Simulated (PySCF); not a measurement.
**CH₆OSSi: electronic excitations and core binding energies**

Wanted: the electronic excitations and core binding energies of CH₆OSSi (`C[Si@@H](O)S`), by calculation.

Computed with PySCF 2.14.0, with density-fitted response routines of our own, on a single molecule in the gas phase. Atoms are numbered from 0 throughout.

### Step 1. The molecule as given

10 atoms, charge 0, multiplicity 1; geometry from: GFN2-xTB.

Bonds of the start (Å): C0–Si1 1.89, Si1–O2 1.62, Si1–S3 2.17, C0–H4 1.08, C0–H5 1.09, C0–H6 1.09, Si1–H7 1.46, O2–H8 0.95, S3–H9 1.32.

### Step 2. Ultraviolet spectrum: CAM-B3LYP/def2-SVPD

Job settings and geometry (Å):

```
{"job": {"kind": "uv", "xc": "CAM-B3LYP", "basis": "def2-SVPD", "nstates": 8, "ntriplets": 3}, "charge": 0, "multiplicity": 1}
C     -0.965592    -0.961094    -0.192168
Si     0.229471     0.500221    -0.257837
O     -0.546612     1.781225     0.354497
S      1.966283     0.161199     0.991843
H     -1.906992    -0.693027    -0.659873
H     -0.567660    -1.823825    -0.717919
H     -1.176366    -1.261282     0.830888
H      0.736002     0.785607    -1.596763
H     -0.088583     2.498250     0.785405
H      2.328932    -0.982620     0.439399
```

With the program's defaults for keys left out, this is: TDDFT CAM-B3LYP/def2-SVPD, vertical, gas phase, core orbitals frozen in the response.

The run is started by

```
$ OMP_NUM_THREADS=1 python probes_run.py task.json out
```

This one command runs all jobs of the session in turn.

Output:

```text
coarse grid: 9144 points
cycle   1  E = -804.1844852967  dE =  2.719e-01  |g| = 6.958e-01  |ddm| = 3.624e+00
cycle   2  E = -804.1365368459  dE =  4.795e-02  |g| = 8.885e-01  |ddm| = 1.532e+00
cycle   3  E = -804.2840013695  dE = -1.475e-01  |g| = 7.475e-02  |ddm| = 7.867e-01
cycle   4  E = -804.2851898600  dE = -1.188e-03  |g| = 2.357e-02  |ddm| = 1.343e-01
cycle   5  E = -804.2853426669  dE = -1.528e-04  |g| = 3.506e-03  |ddm| = 3.712e-02
cycle   6  E = -804.2853463812  dE = -3.714e-06  |g| = 1.293e-03  |ddm| = 7.239e-03
final grid: 78320 points
cycle   7  E = -804.3824227811  dE = -1.488e-05  |g| = 3.062e-03  |ddm| = 3.307e-02
cycle   8  E = -804.3824230963  dE = -3.152e-07  |g| = 2.898e-03  |ddm| = 7.920e-03
cycle   9  E = -804.3824252527  dE = -2.156e-06  |g| = 1.428e-04  |ddm| = 3.176e-03
cycle  10  E = -804.3824252546  dE = -1.989e-09  |g| = 1.382e-04  |ddm| = 3.081e-04
cycle  11  E = -804.3824252582  dE = -3.555e-09  |g| = 8.972e-06  |ddm| = 1.294e-04
cycle  12  E = -804.3824252582  dE = -4.252e-11  |g| = 2.416e-06  |ddm| = 2.150e-05
converged SCF energy = -804.3824252582

Static polarisability (au): isotropic 63.635, principal 56.740 61.580 72.586

Singlet excitations
state   eV       nm        f      main configurations
  1   5.9001    210.1   0.00582   H->L 0.75, H->L+3 0.12
  2   6.5385    189.6   0.05031   H->L+1 0.84
  3   6.9362    178.7   0.00750   H->L+2 0.51, H->L+5 0.11, H->L 0.09
  4   7.5022    165.3   0.01046   H-1->L 0.73
  5   7.5755    163.7   0.01422   H->L+5 0.41, H->L+3 0.30, H->L 0.08
  6   7.7622    159.7   0.03494   H-2->L 0.38, H->L+2 0.15, H->L+5 0.13
  7   7.8768    157.4   0.03582   H->L+4 0.43, H->L+3 0.32, H->L+5 0.13
  8   7.9882    155.2   0.00032   H-1->L+1 0.23, H-2->L 0.20, H->L+4 0.14

Triplet excitations (Tamm-Dancoff, eV): 5.5370 6.2338 6.7394
```

Wall time 25 s (1 thread of Arm Neoverse N1, shared host); peak memory 0.59 GiB.

The orbitals next to the gap, with their largest atomic shares:

| orbital | eV | atoms |
| --- | --- | --- |
| HOMO−3 | -11.88 | O2 51 %, S3 24 %, H9 9 % |
| HOMO−2 | -10.47 | O2 28 %, C0 22 %, Si1 20 % |
| HOMO−1 | -10.08 | S3 53 %, Si1 17 %, O2 11 % |
| HOMO | -8.61 | S3 74 %, Si1 10 %, H9 7 % |
| LUMO | 0.68 | S3 27 %, Si1 22 %, O2 20 % |
| LUMO+1 | 1.18 | S3 52 %, Si1 10 %, H9 9 % |
| LUMO+2 | 1.56 | S3 39 %, Si1 15 %, C0 10 % |

With each of the 8 states as a Gaussian band of 0.4 eV half-width at 1/e, the curve within the window shown has maxima at 189 nm (ε 2,200), 160 nm (ε 3,500) L/(mol cm). Beyond the last state computed it falls off for lack of states. The curve at chosen wavelengths:

```tsv
nm	ε (L/mol/cm)
150	795
153	1743
157	3086
160	3504
163	3211
167	2198
170	1476
174	986
177	1010
180	1285
184	1800
187	2092
190	2171
194	1921
197	1565
200	1186
204	771
207	558
210	416
214	293
217	227
221	155
224	111
227	77
231	43
234	26
```

Ground-state properties from the same run:

| property | computed |
| --- | --- |
| dipole moment (D) | 0.76 |
| polarisability (Å³) | 9.43 |
| HOMO–LUMO gap (eV) | 9.29 |
| −ε(HOMO) (eV) | 8.61 |

### Step 3. Core holes by ΔSCF: SCAN, X2C

Same as in step 2 but for these lines:

```diff
@@ -1,2 +1,2 @@
-{"job": {"kind": "uv", "xc": "CAM-B3LYP", "basis": "def2-SVPD", "nstates": 8, "ntriplets": 3}, "charge": 0, "multiplicity": 1}
+{"job": {"kind": "xps"}, "charge": 0, "multiplicity": 1}
 C     -0.965592    -0.961094    -0.192168
```

Level: delta-SCF UKS SCAN, pcX-2 on the ionised atom, pcseg-1 elsewhere, spin-free X2C.

Output:

```text
ground state, core basis on atom 0 (C), 125 functions
  cycle   1  E = -806.09544165  |g| = 7.79e-01
  cycle   2  E = -805.86354699  |g| = 1.32e+00
  cycle   3  E = -806.21760637  |g| = 1.61e-01
  cycle   4  E = -806.22338729  |g| = 4.65e-02
  cycle   5  E = -806.22393005  |g| = 8.97e-03
  cycle   6  E = -806.22395151  |g| = 2.92e-03
  cycle   7  E = -806.22395570  |g| = 1.07e-03
  cycle   8  E = -806.22395571  |g| = 2.90e-04
  E(ground) = -806.27543883 Eh
hole in C 1s of atom 0
  cycle   1  E = -794.99086841  |g| = 1.50e+00
  cycle   2  E = -794.40322691  |g| = 1.73e+00
  cycle   3  E = -795.50256757  |g| = 3.34e-01
  cycle   4  E = -795.53733001  |g| = 1.68e-01
  cycle   5  E = -795.55503814  |g| = 4.16e-02
  cycle   6  E = -795.55598267  |g| = 5.83e-03
  cycle   7  E = -795.55600582  |g| = 3.02e-03
  cycle   8  E = -795.55601093  |g| = 1.14e-03
  cycle   9  E = -795.55601228  |g| = 8.33e-04
  cycle  10  E = -795.55601224  |g| = 3.59e-04
  E(ion) = -795.60622802 Eh   <S^2> = 0.7665   hole on atom = 1.000   binding energy = 290.324 eV
ground state, core basis on atom 1 (Si), 136 functions
  cycle   1  E = -806.32924536  |g| = 2.90e-01
  cycle   2  E = -806.32921491  |g| = 5.31e-02
  cycle   3  E = -806.32904254  |g| = 5.00e-02
  cycle   4  E = -806.32963759  |g| = 9.22e-03
  cycle   5  E = -806.32966319  |g| = 1.39e-03
  cycle   6  E = -806.32966419  |g| = 3.01e-04
  E(ground) = -806.33906630 Eh
hole in Si 1s of atom 1
  cycle   1  E = -737.37199699  |g| = 4.35e+00
  cycle   2  E = -737.20930034  |g| = 2.28e+00
  cycle   3  E = -737.78621476  |g| = 1.00e+00
  cycle   4  E = -738.36147257  |g| = 3.44e-01
  cycle   5  E = -738.41982341  |g| = 1.24e-01
  cycle   6  E = -738.42485604  |g| = 6.04e-02
  cycle   7  E = -738.42624964  |g| = 1.69e-02
  cycle   8  E = -738.42642984  |g| = 5.15e-03
  cycle   9  E = -738.42644459  |g| = 1.79e-03
  cycle  10  E = -738.42644607  |g| = 3.11e-04
  E(ion) = -738.44424585 Eh   <S^2> = 0.7522   hole on atom = 1.000   binding energy = 1847.512 eV
hole in Si 2p of atom 1
  cycle   1  E = -802.03718370  |g| = 1.24e+00
  cycle   2  E = -801.70185361  |g| = 1.29e+00
  cycle   3  E = -802.26020033  |g| = 3.99e-01
  cycle   4  E = -802.35459931  |g| = 1.10e-01
  cycle   5  E = -802.35933336  |g| = 5.56e-02
  cycle   6  E = -802.36063922  |g| = 1.67e-02
  cycle   7  E = -802.36075180  |g| = 5.57e-03
  cycle   8  E = -802.36076886  |g| = 1.98e-03
  cycle   9  E = -802.36077270  |g| = 3.64e-04
  E(ion) = -802.38153306 Eh   <S^2> = 0.7519   hole on atom = 1.003   binding energy = 107.690 eV
  2p3/2 = 107.528 eV   2p1/2 = 108.156 eV
ground state, core basis on atom 2 (O), 125 functions
  cycle   1  E = -806.25709078  |g| = 9.96e-02
  cycle   2  E = -806.25654919  |g| = 6.88e-02
  cycle   3  E = -806.25687468  |g| = 5.62e-02
  cycle   4  E = -806.25741691  |g| = 4.73e-03
  cycle   5  E = -806.25742298  |g| = 8.48e-04
  cycle   6  E = -806.25742324  |g| = 1.41e-04
  E(ground) = -806.30568919 Eh
hole in O 1s of atom 2
  cycle   1  E = -785.64484001  |g| = 2.22e+00
  cycle   2  E = -783.59243547  |g| = 2.51e+00
  cycle   3  E = -786.13556998  |g| = 7.39e-01
  cycle   4  E = -786.41428983  |g| = 2.48e-01
  cycle   5  E = -786.44536001  |g| = 1.15e-01
  cycle   6  E = -786.45358606  |g| = 2.92e-02
  cycle   7  E = -786.45410122  |g| = 8.54e-03
  cycle   8  E = -786.45413781  |g| = 2.76e-03
  cycle   9  E = -786.45414193  |g| = 9.04e-04
  cycle  10  E = -786.45414376  |g| = 2.43e-04
  E(ion) = -786.50297880 Eh   <S^2> = 0.7608   hole on atom = 1.000   binding energy = 538.859 eV
ground state, core basis on atom 3 (S), 136 functions
  cycle   1  E = -806.36886611  |g| = 4.11e-01
  cycle   2  E = -806.36698514  |g| = 1.27e-01
  cycle   3  E = -806.36359529  |g| = 1.84e-01
  cycle   4  E = -806.37004942  |g| = 8.85e-03
  cycle   5  E = -806.37006946  |g| = 4.78e-03
  cycle   6  E = -806.37007292  |g| = 3.34e-04
  E(ground) = -806.40729322 Eh
hole in S 1s of atom 3
  cycle   1  E = -714.14358537  |g| = 5.08e+00
  cycle   2  E = -712.77141726  |g| = 2.54e+00
  cycle   3  E = -708.63372804  |g| = 2.78e+00
  cycle   4  E = -715.29491944  |g| = 3.73e-01
  cycle   5  E = -715.28453937  |g| = 3.93e-01
  cycle   6  E = -715.35343466  |g| = 6.38e-02
  cycle   7  E = -715.35490874  |g| = 2.05e-02
  cycle   8  E = -715.35508677  |g| = 9.64e-03
  cycle   9  E = -715.35513543  |g| = 2.38e-03
  cycle  10  E = -715.35513697  |g| = 6.08e-04
  cycle  11  E = -715.35513836  |g| = 1.31e-04
  E(ion) = -715.38361678 Eh   <S^2> = 0.7513   hole on atom = 1.000   binding energy = 2476.880 eV
hole in S 2p of atom 3
  cycle   1  E = -799.70161195  |g| = 1.52e+00
  cycle   2  E = -799.70664408  |g| = 1.19e+00
  cycle   3  E = -800.09727365  |g| = 2.98e-01
  cycle   4  E = -800.12846452  |g| = 1.63e-01
  cycle   5  E = -800.13723259  |g| = 5.63e-02
  cycle   6  E = -800.13843362  |g| = 2.08e-02
  cycle   7  E = -800.13864263  |g| = 5.03e-03
  cycle   8  E = -800.13865561  |g| = 1.47e-03
  cycle   9  E = -800.13865571  |g| = 5.49e-04
  cycle  10  E = -800.13865726  |g| = 1.33e-04
  E(ion) = -800.18263084 Eh   <S^2> = 0.7529   hole on atom = 1.001   binding energy = 169.382 eV
  2p3/2 = 169.119 eV   2p1/2 = 170.363 eV
```

Run time: 63 s. Hardware: 1 thread of Arm Neoverse N1, shared host; peak memory 0.46 GiB.

Binding energies by hole, beside the orbital energy of the ground state; the difference holds orbital relaxation and, for a density functional, its self-interaction error:

| hole | stands for | environment | ΔSCF (eV; 2p as the shell's mean) | −ε (eV) | ⟨S²⟩ |
| --- | --- | --- | --- | --- | --- |
| C1s on C0 | C0 | methyl carbon bonded to Si | 290.32 | 273.3 | 0.766 |
| Si1s on Si1 | Si1 | silicon bonded to C, O, S, H | 1847.51 | 1794.2 | 0.752 |
| Si2p on Si1 | Si1 | silicon bonded to C, O, S, H | 107.74 | 96.9 | 0.752 |
| O1s on O2 | O2 | oxygen bonded to Si, H | 538.86 | 516.9 | 0.761 |
| S1s on S3 | S3 | sulfur bonded to Si, H | 2476.88 | 2414.6 | 0.751 |
| S2p on S3 | S3 | sulfur bonded to Si, H | 169.53 | 157.8 | 0.753 |

With the spin-orbit splitting: Si1 2p3/2 107.53, 2p1/2 108.16 eV; S3 2p3/2 169.12, 2p1/2 170.36 eV. The table gives each 2p level as the mean over the whole 2p shell (two parts 2p3/2, one part 2p1/2), which differs a little from the single hole in the log.

### Step 4. Outcome

```
                                quantity                        value
    lowest singlet (CAM-B3LYP/def2-SVPD)  5.90 eV (210 nm), f = 0.006
brightest single state of those computed  state 2, 6.54 eV, f = 0.050
                          lowest triplet                      5.54 eV
        C1s binding energies, SCAN/pcX-2                 C0 290.32 eV
       Si1s binding energies, SCAN/pcX-2               Si1 1847.51 eV
       Si2p binding energies, SCAN/pcX-2                Si1 107.74 eV
        O1s binding energies, SCAN/pcX-2                 O2 538.86 eV
        S1s binding energies, SCAN/pcX-2                S3 2476.88 eV
        S2p binding energies, SCAN/pcX-2                 S3 169.53 eV
```

The first singlet state (HOMO→LUMO 0.75, HOMO→LUMO+3 0.12) lies at 5.90 eV and is weak; of the 8 states computed, the strongest absorption comes from state 2 at 6.54 eV. The lowest triplet lies 0.36 eV below the lowest singlet (triplets in Tamm-Dancoff, singlets in full TDDFT).
